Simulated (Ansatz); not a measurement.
# FeGe: the cost of one run

Method: DFT PBE, scalar-relativistic, plane waves, PAW, in Ansatz 0.2.0.

Spin polarisation is switched off on purpose; where the compound carries moments, volume, stiffness and gap are then not the real material's.

## 1. The structure to begin with

It takes space group P2_13 (No. 198, cubic). Conventional cell: a = 4.642 Å, b = 4.642 Å, c = 4.642 Å, α = 90.00°, β = 90.00°, γ = 90.00°. Fe (site symmetry 3) is surrounded by 7 Ge at 2.37 to 2.64 Å. Ge (site symmetry 3) has 7 Fe at 2.37 to 2.64 Å as nearest neighbours.

As a file:

```
Fe Ge
1.0
     4.64202    0.00000    0.00000
     0.00000    4.64202    0.00000
     0.00000    0.00000    4.64202
Fe Ge
4 4
Direct
  0.13291 0.13291 0.13291
  0.36709 0.86709 0.63291
  0.63291 0.36709 0.86709
  0.86709 0.63291 0.36709
  0.83808 0.83808 0.83808
  0.66192 0.16192 0.33808
  0.33808 0.66192 0.16192
  0.16192 0.33808 0.66192
```

An earlier run at PBE left this cell at 12.503 Å³/atom and 0.01 GPa (8×8×8 mesh).

Volume factors to run: 0.980, 1.020, 0.960, 1.040.

## 2. At 0.980 of the relaxed volume

File input.yaml:

```yaml
crystal:
  lattice:
    - [4.6108661177, 0.0, 0.0]
    - [0.0, 4.6108661177, 0.0]
    - [0.0, 0.0, 4.6108661177]
  atoms:
    - { symbol: Fe, position: [0.1329102975, 0.1329102975, 0.1329102975] }
    - { symbol: Fe, position: [0.3670897025, 0.8670897025, 0.6329102975] }
    - { symbol: Fe, position: [0.6329102975, 0.3670897025, 0.8670897025] }
    - { symbol: Fe, position: [0.8670897025, 0.6329102975, 0.3670897025] }
    - { symbol: Ge, position: [0.8380755471, 0.8380755471, 0.8380755471] }
    - { symbol: Ge, position: [0.6619244529, 0.1619244529, 0.3380755471] }
    - { symbol: Ge, position: [0.3380755471, 0.6619244529, 0.1619244529] }
    - { symbol: Ge, position: [0.1619244529, 0.3380755471, 0.6619244529] }
basis:
  ecutwfc: 420
  ecutrho_ratio: 4
kpoints:
  mp_grid: { grid: [8, 8, 8] }
hamiltonian:
  xc: pbe
scf:
  occupations: { method: gaussian, width: 0.05 }
output:
  forces: true
  stress: true
  eigenvalues: true
relax:
  f_tol: 0.01
  max_steps: 40
```

Launch:

```
> ansatz run input.yaml --threads 2 --pin off --max-ram 5120MiB --backend cpu --events-out ev --progress --plain --runs-dir out
```

What time and memory should one allow on 2 threads of Arm Neoverse V2, shared host?

About 39 s, with a peak of 0.54 GiB.
